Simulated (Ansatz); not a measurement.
Write a Python script for Ansatz's Python interface that makes a geometry optimisation of CH8SeSi2, SMILES C[SiH2][SiH2][SeH]. Use: Hartree-Fock, def2-SVP basis, multiplicity 1.

```xyz
12

C    -0.8830    1.5034   -0.1610
Si   -0.2402    0.2273    0.9497
Si    1.2744   -0.9398   -0.1712
Se    0.4283   -1.8670   -2.0084
H    -0.1120    2.2157   -0.5182
H    -1.6982    2.1496    0.3736
H    -1.3681    1.0724   -1.0563
H    -1.2800   -0.6525    1.3695
H     0.3805    0.8776    2.1709
H     2.4006   -0.0443   -0.5447
H     1.8267   -2.0002    0.7351
H    -0.6520   -2.5972   -1.1050
```

Script `opt.py`:
```python
import itertools

import ansatz as az
from ase.data import atomic_numbers, covalent_radii
import numpy as np


def main() -> None:
    system = (
        az.Crystal.molecule()
        .atom("C", (-0.883, 1.5034, -0.161))
        .atom("Si", (-0.2402, 0.2273, 0.9497))
        .atom("Si", (1.2744, -0.9398, -0.1712))
        .atom("Se", (0.4283, -1.867, -2.0084))
        .atom("H", (-0.112, 2.2157, -0.5182))
        .atom("H", (-1.6982, 2.1496, 0.3736))
        .atom("H", (-1.3681, 1.0724, -1.0563))
        .atom("H", (-1.28, -0.6525, 1.3695))
        .atom("H", (0.3805, 0.8776, 2.1709))
        .atom("H", (2.4006, -0.0443, -0.5447))
        .atom("H", (1.8267, -2.0002, 0.7351))
        .atom("H", (-0.652, -2.5972, -1.105))
    )

    setup = (
        system.calculation()
        .basis(gaussian="def2-SVP")
        .functional("hf")
    )
    symbols = [site.symbol for site in system.cartesian_sites]
    start = np.array([site.position_ang for site in system.cartesian_sites], dtype=float)
    def progress(event):
        if event["event"] == "relax_step":
            row = event["data"]
            print(f"step {row['step']:3d}  E = {row['lagrangian_ev']:.6f} eV  largest force component {row['allowed_force_max_ev_ang']:.4f} eV/A")


    summary = setup.relax(force_tolerance=0.01).session().plan().execute(on_event=progress).report
    end = np.array(summary["positions_ang"])

    for key in ("converged", "free_energy_ev", "reference_energy_ev", "n_frozen", "n_occupied", "n_virtual"):
        print(f"{key:22s} {summary[key]}")

    radius = [covalent_radii[atomic_numbers[s]] for s in symbols]
    span = lambda where, i, j: np.linalg.norm(where[i] - where[j])
    bonded = [(i, j) for i, j in itertools.combinations(range(len(symbols)), 2) if min(span(start, i, j), span(end, i, j)) < 1.2 * (radius[i] + radius[j])]
    print("pair        before    after (A)")
    for i, j in bonded:
        print(f"{symbols[i]}{i}-{symbols[j]}{j}".ljust(10), f"{span(start, i, j):8.4f} {span(end, i, j):8.4f}")


if __name__ == "__main__":
    main()
```

`python opt.py` gives:
```text
step   1  E = -82171.126745 eV  largest force component 2.8985 eV/A
step   2  E = -82171.746116 eV  largest force component 0.9009 eV/A
step   3  E = -82171.778476 eV  largest force component 0.2567 eV/A
step   4  E = -82171.796991 eV  largest force component 0.1165 eV/A
step   5  E = -82171.799934 eV  largest force component 0.0130 eV/A
step   6  E = -82171.800121 eV  largest force component 0.0054 eV/A
step   7  E = -82171.800300 eV  largest force component 0.0080 eV/A
step   8  E = -82171.800335 eV  largest force component 0.0087 eV/A
step   9  E = -82171.800339 eV  largest force component 0.0092 eV/A
converged              True
free_energy_ev         -82171.80033912968
reference_energy_ev    -82171.80033912968
n_frozen               0
n_occupied             [38, 38]
n_virtual              [84, 84]
pair        before    after (A)
C0-Si1       1.8098   1.8886
C0-H4        1.1088   1.0921
C0-H5        1.1696   1.0922
C0-H6        1.1057   1.0916
Si1-Si2      2.2164   2.3695
Si1-H7       1.4253   1.4863
Si1-H8       1.5164   1.4867
Si2-Se3      2.2251   2.3146
Si2-H9       1.4865   1.4821
Si2-H10      1.5003   1.4820
Se3-H11      1.5863   1.4562
```

Caveats:
- These settings explore the input space; basis and method may be short of convergence.
- The end point is the stationary point reached from this start; no frequency run checks that it is a minimum, and the basis set is modest.
- Run time: 39 s on 1 thread of Arm Neoverse V1, with other jobs on the host, peak memory 0.37 GiB.

(Lines on the test bed's own set-up are left out of the output.)
